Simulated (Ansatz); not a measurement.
**Na2N3 (element-swapped structure): how the settings move a single-point run**

Question: which choices in the input matter for Na2N3 (element-swapped structure)?

Program: Ansatz 0.2.0. Level of theory: reference: DFT PBE, plane waves, PAW, scalar-relativistic, no spin polarisation. These are calculated values, not measurements.

### Step 1. The starting structure

The structure is orthorhombic, space group Fmmm (No. 69). The conventional cell has a = 6.991 Å, b = 7.481 Å, c = 11.351 Å, α = 90.00°, β = 90.00°, γ = 90.00°. Around Na (site symmetry m2m) lie 10 N at 2.69 to 2.75 Å. Na (site symmetry 222) is surrounded by 8 N at 2.76 to 2.81 Å. Around N (site symmetry m) lie 2 N at 1.67 to 1.68 Å. N (site symmetry mm2) is surrounded by 2 N at 1.68 Å.

Structure file:

```cif
data_structure
_symmetry_space_group_name_H-M 'Fmmm'
_symmetry_Int_Tables_number 69
_cell_length_a 6.9912
_cell_length_b 7.4808
_cell_length_c 11.3512
_cell_angle_alpha 90.000
_cell_angle_beta 90.000
_cell_angle_gamma 90.000
_cell_volume 593.66
loop_
_atom_site_label
_atom_site_type_symbol
_atom_site_symmetry_multiplicity
_atom_site_Wyckoff_symbol
_atom_site_fract_x
_atom_site_fract_y
_atom_site_fract_z
_atom_site_occupancy
Na1 Na 8 h 0.50000 0.78200 0.00000 1
Na2 Na 8 f 0.25000 0.25000 0.25000 1
N1 N 16 n 0.20680 0.00000 0.07350 1
N2 N 8 i 0.00000 0.00000 0.14810 1
```

### Step 2. Baseline

File input.yaml:

```yaml
crystal:
  lattice:
    - [-3.740396, 0.0, 3.495588]
    - [3.740396, 0.0, 3.495588]
    - [0.0, 5.675578, 3.495588]
  atoms:
    - { symbol: Na, position: [0.718, 0.282, 0.0] }
    - { symbol: Na, position: [0.282, 0.718, 0.0] }
    - { symbol: Na, position: [0.75, 0.25, 0.5] }
    - { symbol: Na, position: [0.25, 0.75, 0.5] }
    - { symbol: "N", position: [0.1333, 0.1333, 0.147] }
    - { symbol: "N", position: [0.2803, 0.2803, 0.853] }
    - { symbol: "N", position: [0.8667, 0.8667, 0.853] }
    - { symbol: "N", position: [0.7197, 0.7197, 0.147] }
    - { symbol: "N", position: [0.8519, 0.8519, 0.2962] }
    - { symbol: "N", position: [0.1481, 0.1481, 0.7038] }
  symmetry: { tolerance: 0.0003 }
kpoints:
  mp_grid: { grid: [4, 4, 4], shift: [0, 0, 0] }
magnetization:
  spin_polarized: false
scf:
  occupations: { method: fermi_dirac }
hamiltonian:
  pseudopotentials: { kind: paw }
  xc: pbe
basis:
  ecutwfc: 420
output:
  forces: true
  stress: true
  eigenvalues: true
```

Started as:

```console
> ansatz run input.yaml --threads 1 --pin off --max-ram 2560MiB --backend cpu --events-out ev --progress --plain --runs-dir out
```

### Step 3. Changed: mixing.algorithm anderson, mixing.beta 0.3, ecutwfc 58.8 Ry

Edit input.yaml of step 2 so:

```diff
@@ -23,2 +23,3 @@
   occupations: { method: fermi_dirac }
+  mixing: { algorithm: anderson, beta: 0.3 }
 hamiltonian:
@@ -27,3 +28,3 @@
 basis:
-  ecutwfc: 420
+  ecutwfc: "58.8 Ry"
 output:
```

### Step 4. Changed: preconditioner kerker_dos, pseudopotentials.kind nc, pseudopotentials.accuracy standard, accuracy low

Edit input.yaml of step 2 so:

```diff
@@ -23,4 +23,5 @@
   occupations: { method: fermi_dirac }
+  mixing: { preconditioner: kerker_dos }
 hamiltonian:
-  pseudopotentials: { kind: paw }
+  pseudopotentials: { kind: nc, accuracy: standard }
   xc: pbe
@@ -32 +33,6 @@
   eigenvalues: true
+  write_density: true
+  write_potential: true
+  elf: true
+  volumetric_format: npy
+accuracy: low
```

### Step 5. Changing settings: xc lda

Edit input.yaml of step 2 so:

```diff
@@ -25,3 +25,3 @@
   pseudopotentials: { kind: paw }
-  xc: pbe
+  xc: lda
 basis:
```

### Step 6. Changing settings: ecutwfc 700 eV

Edit input.yaml of step 2 so:

```diff
@@ -27,3 +27,3 @@
 basis:
-  ecutwfc: 420
+  ecutwfc: "700 eV"
 output:
@@ -32 +32,5 @@
   eigenvalues: true
+  write_density: true
+  write_potential: true
+  elf: true
+  volumetric_format: npy
```

Before running it: what results should come out? Wanted: for each run, ending; energy change; pressure; gap; force.

As calculated:

```tsv
run	ending	energy change	pressure (GPa)	gap (eV)	force (eV/Å)	cycles	time
reference	converged	0	-16.3	1.23	3.17	8	6.5 s
1: mixing.algorithm anderson, mixing.beta 0.3, ecutwfc 58.8 Ry	converged	-3.5 meV/atom	-16.3	1.23	3.17	10	18 s
2: preconditioner kerker_dos, pseudopotentials.kind nc, pseudopotentials.accuracy standard, accuracy low	converged	not comparable	-8.1	0.93	1.90	11	15 s
3: xc lda	converged	not comparable	-20.8	1.15	3.63	8	5.5 s
4: ecutwfc 700 eV	converged	-3.5 meV/atom	-16.3	1.23	3.17	8	17 s
```

Times don't compare one to one where runs were asked for different outputs or read a saved state (see the inputs); cycles may leave out searches for a lower state.

Residual by cycle in the longest SCF loop of each run; runs are numbered as in the table. The quantity is the density residual dr2, in eV.

```tsv
cycle	reference	run 1	run 2	run 3	run 4
1	0.156	0.157	33.4	0.12	0.157
2	0.0326	0.0666	3.48	0.0283	0.0322
3	0.0138	0.00795	0.475	0.0118	0.0134
4	0.00367	0.00231	0.179	0.0027	0.00383
5	3.0e-4	3.0e-4	0.0749	2.4e-4	3.0e-4
6	1.2e-5	2.4e-5	0.0102	9.3e-6	1.2e-5
7	4.5e-7	7.4e-6	4.2e-4	2.8e-7	3.9e-7
8	3.0e-8	5.9e-7	7.6e-6	1.5e-8	2.5e-8
9	-	1.2e-7	2.2e-6	-	-
10	-	7.0e-9	1.2e-7	-	-
11	-	-	7.0e-9	-	-
```

What this shows: Of the converged runs whose energies compare with the reference's, «mixing.algorithm anderson, mixing.beta 0.3, ecutwfc 58.8 Ry» moves the energy most (-3.5 meV/atom). Run 2 ran under the cutoff that the potentials recommend, as the log warns, so basis error is mixed into its values, and swamps them where the cutoff is far short. The structure is not at rest: the sound run finds -16 GPa, so these are no properties of the relaxed crystal. 

The reference has limits of its own: the structure is made up and not relaxed.
